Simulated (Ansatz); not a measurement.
The same calculation of Pd, space group Im-3m as a Python script and as an input file (the Ansatz DFT code, driven from Python).

The script, `vcrelax_pd.py`:
```python
"""Variable-cell relaxation of Pd."""

from pathlib import Path
import warnings

import ansatz as az
from ase import Atoms
from ase.data import atomic_numbers
from ase.neighborlist import neighbor_list
import numpy as np
from pymatgen.core import Structure
from pymatgen.symmetry.analyzer import SpacegroupAnalyzer
import spglib

def edges_and_angles(cell):
    cell = np.asarray(cell)
    a, b, c = np.linalg.norm(cell, axis=1)
    cosines = cell[1] @ cell[2] / (b * c), cell[0] @ cell[2] / (a * c), cell[0] @ cell[1] / (a * b)
    return (a, b, c, *np.degrees(np.arccos(cosines)))


def main() -> None:
    warnings.simplefilter("ignore", az.DeckWarning)

    atoms = Atoms(
        ["Pd"],
        scaled_positions=[
            (0.0, 0.0, 0.0),
        ],
        cell=[
            (-1.572281, 1.572281, 1.572281),
            (1.572281, -1.572281, 1.572281),
            (1.572281, 1.572281, -1.572281),
        ],
        pbc=True,
    )
    system = az.Crystal.from_ase(atoms)

    # part of the cell is held
    calculation = (
        system.calculation()
        .functional("r2SCAN", dispersion="d3bjatm")
        .pseudopotentials("paw")
        .kpoints(10, 10, 10, center="gamma")
        .occupations("Marzari-Vanderbilt", width=0.02)
        .scf(lower_state_search="standard")
        .relax(force_tolerance=0.05, fix_cell=["a", "angles"], stress_tolerance=0.01)
        .density()
        .potential()
        .electron_localization_function()
        .output_files(volumetric_format="npy")
    )
    steps = []


    def follow(event):
        if event["event"] != "relax_step":
            return
        row = event["data"]
        steps.append(row)
        print(f"step {row['step']:3d}  E = {row['lagrangian_ev']:.5f} eV  largest force component = {row['allowed_force_max_ev_ang']:.4f} eV/A  P = {row['pressure_gpa']:.3f} GPa")


    result = calculation.session().plan(threads=1).execute(on_event=follow)
    summary = result.report

    first, last = steps[0], steps[-1]
    symbols = [site.symbol for site in result.lattice.sites]
    print(f"energy gained {first['lagrangian_ev'] - last['lagrangian_ev']:.4f} eV in {len(steps) - 1} steps")
    for label, vectors in (("before", first["cell_ang"]), ("after", result.lattice.cell_ang)):
        print(label, "a b c (A) {:.4f} {:.4f} {:.4f}  angles {:.2f} {:.2f} {:.2f}".format(*edges_and_angles(vectors)), f" V = {abs(np.linalg.det(vectors)):.3f} A^3")
    print("final stress xx yy zz (GPa, compression positive):", np.round(np.diag(summary["stress_gpa"]), 3) + 0.0)

    final = Atoms(symbols, positions=last["positions_ang"], cell=result.lattice.cell_ang, pbc=True)
    i, j, d = neighbor_list("ijd", final, 4.5)
    print("neighbours within 1.15 times the shortest distance of each atom (A)")
    for atom in range(len(final)):
        near = [m for m in np.argsort(d) if i[m] == atom]
        shell = [m for m in near if d[m] < 1.15 * d[near[0]]]
        print(f"{symbols[atom]}{atom} ({len(shell)}):", ", ".join(f"{symbols[j[m]]} {d[m]:.3f}" for m in shell))

    print("atom   start x y z (A)              end x y z (A)")
    for symbol, a, b in zip(symbols, first["positions_ang"], last["positions_ang"]):
        print(f"{symbol:3s}", " ".join(f"{v:8.4f}" for v in a), "  ", " ".join(f"{v:8.4f}" for v in b))

    fractions = [site.position_frac for site in result.lattice.sites]
    numbers = [atomic_numbers[s] for s in symbols]
    for tolerance in (1e-3, 1e-2, 1e-1):
        print(f"space group at {tolerance} A:", spglib.get_spacegroup((result.lattice.cell_ang, fractions, numbers), symprec=tolerance))

    change = np.array(last["positions_ang"]) @ np.linalg.inv(last["cell_ang"]) - np.array(first["positions_ang"]) @ np.linalg.inv(first["cell_ang"])
    moved = np.linalg.norm(change @ np.array(last["cell_ang"]), axis=1)
    print("displacement within the cell, strain taken out (A):", " ".join(f"{s}:{d:.3f}" for s, d in zip(symbols, moved)))

    for key in ("converged", "n_iterations", "n_electrons", "n_kpoints", "n_pw", "n_symmetry_ops", "free_energy_ev", "fermi_energy_ev"):
        print(f"{key:18s} {summary[key]}")

    folder = Path(result.write_results("fields"))
    print("densities in e/A^3, potentials in eV, ELF without unit")
    for name in sorted(p.name for p in folder.glob("*.npy")):
        field = np.load(folder / name)
        print(f"{name:16s} {str(field.shape):16s} min {field.min():10.4f}  mean {field.mean():10.4f}  max {field.max():10.4f}")

    final = Structure(result.lattice.cell_ang, [s.symbol for s in result.lattice.sites], [s.position_frac for s in result.lattice.sites])
    analyser = SpacegroupAnalyzer(final, symprec=0.01)
    standard = analyser.get_conventional_standard_structure()
    print(analyser.get_crystal_system(), analyser.get_space_group_symbol(), len(standard), "atoms in the conventional cell")
    print("a b c (A):", [round(x, 4) for x in standard.lattice.abc], " angles:", [round(x, 2) for x in standard.lattice.angles])
    print(f"mass density {float(final.density):.3f} g/cm^3")


if __name__ == "__main__":
    main()
```

```console
$ python vcrelax_pd.py
step   1  E = -6985.91779 eV  largest force component = 0.0000 eV/A  P = -7.107 GPa
step   2  E = -6985.92875 eV  largest force component = 0.0000 eV/A  P = 2.376 GPa
step   3  E = -6985.93164 eV  largest force component = 0.0000 eV/A  P = -1.406 GPa
step   4  E = -6985.93171 eV  largest force component = 0.0000 eV/A  P = -1.107 GPa
step   5  E = -6985.93080 eV  largest force component = 0.0000 eV/A  P = -1.145 GPa
step   6  E = -6985.93081 eV  largest force component = 0.0000 eV/A  P = -1.104 GPa
step   7  E = -6985.93080 eV  largest force component = 0.0000 eV/A  P = -1.104 GPa
step   7  E = -6985.93080 eV  largest force component = 0.0000 eV/A  P = -1.104 GPa
energy gained 0.0130 eV in 7 steps
before a b c (A) 2.7233 2.7233 2.7233  angles 109.47 109.47 109.47  V = 15.547 A^3
after a b c (A) 2.7233 2.6747 2.6747  angles 109.47 109.47 109.47  V = 14.998 A^3
final stress xx yy zz (GPa, compression positive): [-1.113 -1.099 -1.099]
neighbours within 1.15 times the shortest distance of each atom (A)
Pd0 (8): Pd 2.675, Pd 2.675, Pd 2.675, Pd 2.675, Pd 2.691, Pd 2.691, Pd 2.723, Pd 2.723
atom   start x y z (A)              end x y z (A)
Pd    0.0000   0.0000   0.0000      0.0000   0.0000   0.0000
space group at 0.001 A: C2/m (12)
space group at 0.01 A: C2/m (12)
space group at 0.1 A: Im-3m (229)
displacement within the cell, strain taken out (A): Pd:0.000
converged          True
n_iterations       5
n_electrons        18.0
n_kpoints          282
n_pw               375
n_symmetry_ops     4
free_energy_ev     -6985.930803312123
fermi_energy_ev    19.210258727436432
densities in e/A^3, potentials in eV, ELF without unit
elf.npy          (20, 20, 20)     min     0.1474  mean     0.2571  max     0.5844
rho.npy          (20, 20, 20)     min     0.1641  mean     1.2002  max    13.7758
v_es.npy         (20, 20, 20)     min   -71.7847  mean    11.0235  max    22.2033
v_tot.npy        (20, 20, 20)     min   -94.3466  mean    -2.5610  max    13.6384
monoclinic C2/m 2 atoms in the conventional cell
a b c (A): [3.0885, 4.3678, 2.6913]  angles: [90.0, 124.29, 90.0]
mass density 11.783 g/cm^3
```

`input.yaml`:
```yaml
crystal:
  lattice:
    - [-1.572281, 1.572281, 1.572281]
    - [1.572281, -1.572281, 1.572281]
    - [1.572281, 1.572281, -1.572281]
  atoms:
    - { symbol: Pd, position: [0.0, 0.0, 0.0] }
kpoints:
  mp_grid:
    grid: [10, 10, 10]
    shift: [0.0, 0.0, 0.0]
hamiltonian:
  xc: r2scan
  dispersion: d3bjatm
  pseudopotentials:
    kind: paw
scf:
  lower_state_search: standard
  occupations:
    method: cold
    width: 0.02
relax:
  f_tol: 0.05
  cell:
    stress_tol: 0.01
    fix: [a, angles]
output:
  write_density: true
  write_potential: true
  volumetric_format: npy
  elf: true
```

Notes:
- The settings weren't tested for convergence.
- The run is spin-unpolarised.
- Part of the cell is held or a pressure is applied, so the end point needn't be the zero-pressure lattice.
- Dispersion corrections can be off by several per cent in the lattices of metals, and by several GPa in the pressure at a fixed cell.
- The mesh is modest for a metal, so energies can be off by several to tens of meV an atom and pressures by half a GPa or more; differences at equal mesh fare better.
- An absolute Fermi energy rests on an arbitrary zero of the periodic potential and has no direct meaning.
- Energies along a relaxation are free energies. Rows at an unchanged volume are solved on a plane-wave basis chosen afresh for that cell, so the energy jumps there and such rows are no steps of the walk.
- Edges and angles are those of the cell as typed, here a primitive one, not of the conventional cell.
- The cell relaxed to the group C2/m; tensors and edges are in the axes of the typed cell.
- Densities and potentials on the grid are those of the valence electrons, and inside the cores they hang on the potentials used.
- This isn't the structure that Pd takes at ambient conditions.
- The script silences the warnings on its input, which a real study should read.
- The whole script took 63 s on 1 thread of Arm Neoverse V1, on a shared host, peak memory 0.52 GiB.

(Lines on the test bed's own set-up are left out of the output.)
